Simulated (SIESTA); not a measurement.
Crystal: Ba2Tl5V3O12.

```xyz
22
Lattice="4.2370 2.4462 6.1284 -4.2370 2.4462 6.1284 0.0000 -4.8924 6.1284" Properties=species:S:1:pos:R:3 pbc="T T T"
Ba    0.0000    0.0000    9.1926
Ba    0.0000    0.0000    0.0000
V     0.0000    2.4462    6.1284
V    -2.1185   -1.2231    6.1284
V     2.1185   -1.2231    6.1284
Tl    0.0000   -2.4462    3.0642
Tl    2.1185    1.2231    3.0642
Tl   -2.1185    1.2231    3.0642
Tl    0.0000    0.0000   13.6133
Tl    0.0000    0.0000    4.7719
O     2.6932   -0.0671    7.4143
O    -1.2885    2.3659    7.4143
O    -1.4047   -2.2988    7.4143
O    -1.4047    2.2988   10.9708
O     2.6932    0.0671   10.9708
O    -1.2884   -2.3659   10.9708
O    -2.6932    0.0671   10.9708
O     1.2884   -2.3659   10.9708
O     1.4047    2.2988   10.9708
O     1.4047   -2.2988    7.4143
O    -2.6932   -0.0671    7.4143
O     1.2885    2.3659    7.4143
```

The cell was built by a generator and needn't be a form met in nature.

Base run:

```yaml
Program: SIESTA 5.4.2
Functional: BLYP
Potentials_or_basis: PseudoDojo 0.4 standard (PBE files)
Basis: DZP (energy shift 0.003 Ry; two zetas on semicore shells; d shell added on Ba)
Grid_cutoff: 800 Ry
Energy_shift: 0.003 Ry
k_mesh: 4 × 4 × 4
Occupations: fermi-dirac, width 0.05 eV
Spin: collinear spin, ferromagnetic start
Starting_moments: "[0.0, 0.0, 2.0, 2.0, 2.0, 0.0, 0.0, 0.0, 0.0, 0.0, 0.0, 0.0, 0.0, 0.0, 0.0, 0.0, 0.0, 0.0, 0.0, 0.0, 0.0, 0.0] μB"
```

Its results: band gap on the k mesh none (metal or under the smearing width); pressure 5.6 GPa; net moment 1.07 μB per cell; site moments Ba -0.00; V +0.42; Tl -0.03, +0.08; O -0.02 μB; largest force 0.460 eV/Å.

The run is repeated on the same cell with these changes: functional from BLYP to RPBE. What comes out?

Band gap on the k mesh none (metal or under the smearing width); pressure 4.2 GPa; net moment 1.12 μB per cell; site moments Ba -0.01; V +0.47; Tl -0.03, +0.08; O -0.03 μB; largest force 0.327 eV/Å.

Caveats: this set's barium file shifts pressures by up to 1 GPa against other sets; the potentials were made for another functional, which shifts forces and pressure; the basis of atomic orbitals isn't converged, which shifts pressures, moduli and gaps; semilocal functionals often make such compounds metallic where correlation or magnetic order opens a gap, which also shifts bond lengths.

Not every run made on this cell is shown here.
